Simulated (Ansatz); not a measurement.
# BF2H4N: the cost of one run

The runs use Ansatz 0.2.0, Gaussian basis; PBE0-D4/def2-SVP.

22 further runs of the same task are left out: 22 set aside as unsound or not needed.

## 1. Starting geometry

The first end: 8 atoms, charge 0, spin multiplicity 1.

Atoms are counted from 1 here; the program's logs count them from 0.

Bond lengths: B1–H2 1.214 Å, B1–F3 1.379 Å, B1–F4 1.379 Å, B1–N6 1.674 Å, H5–N6 1.015 Å, N6–H7 1.017 Å, N6–H8 1.015 Å. Angles: H2–B1–F3 114.9°, H2–B1–F4 114.9°, H2–B1–N6 106.0°, F3–B1–F4 113.2°, F3–B1–N6 102.9°, F4–B1–N6 102.9°, B1–N6–H5 110.8°, B1–N6–H7 108.6°, B1–N6–H8 110.8°, H5–N6–H7 108.8°, H5–N6–H8 109.1°, H7–N6–H8 108.8°.

As a file:

```xyz
8
charge 0, multiplicity 1
B    -0.16812   -0.33977   -0.75994
H     0.68005    0.04197   -1.54064
F    -0.13495   -1.68960   -0.47959
F    -1.43989    0.13339   -1.00590
H     0.19467    1.37077    0.64745
N     0.21284    0.35828    0.71323
H    -0.47649    0.06280    1.40020
H     1.13200    0.06228    1.02519
```

The second end:

```xyz
8
charge 0, multiplicity 1
B    -0.4917   -0.6978   -0.0013
H     0.9548    1.1457   -2.0377
F     0.2821   -1.6348   -0.5406
F    -1.5720   -0.3248   -0.6805
H     1.1481    1.4749   -1.3962
N    -0.1850   -0.1320    1.2335
H    -0.7588    0.5726    1.6592
H     0.6226   -0.4037    1.7635
```

## 2. The band at PBE0-D4/def2-SVP

neb/in.yaml

```yaml
crystal:
  periodic: [false, false, false]
  atoms:
    - {symbol: B, position_ang: [-0.168125, -0.339775, -0.759935]}
    - {symbol: H, position_ang: [0.680046, 0.041965, -1.540644]}
    - {symbol: F, position_ang: [-0.134947, -1.689599, -0.479594]}
    - {symbol: F, position_ang: [-1.439889, 0.133387, -1.005898]}
    - {symbol: H, position_ang: [0.194667, 1.370768, 0.647449]}
    - {symbol: N, position_ang: [0.212842, 0.358278, 0.713226]}
    - {symbol: H, position_ang: [-0.476491, 0.062798, 1.400204]}
    - {symbol: H, position_ang: [1.131997, 0.062279, 1.025191]}
basis:
  gaussian: {orbitals: def2-SVP}
hamiltonian: {xc: pbe0, dispersion: d4}
neb:
  images: 5
  climbing: true
  max_iterations: 40
  initial_path: idpp
  final_atoms:
    - {symbol: B, position_ang: [-0.491665, -0.697824, -0.001260]}
    - {symbol: H, position_ang: [0.954828, 1.145745, -2.037697]}
    - {symbol: F, position_ang: [0.282055, -1.634843, -0.540566]}
    - {symbol: F, position_ang: [-1.571967, -0.324790, -0.680453]}
    - {symbol: H, position_ang: [1.148086, 1.474904, -1.396173]}
    - {symbol: N, position_ang: [-0.185006, -0.131995, 1.233505]}
    - {symbol: H, position_ang: [-0.758831, 0.572563, 1.659186]}
    - {symbol: H, position_ang: [0.622600, -0.403662, 1.763459]}
```

The run is started by

```
ansatz run in.yaml --threads 2 --pin off --events-out ev --progress --plain --max-ram 4352MiB
```

**Question.** How long does this run take on 2 threads of Arm Neoverse V2, shared host?

About 1.8 min.
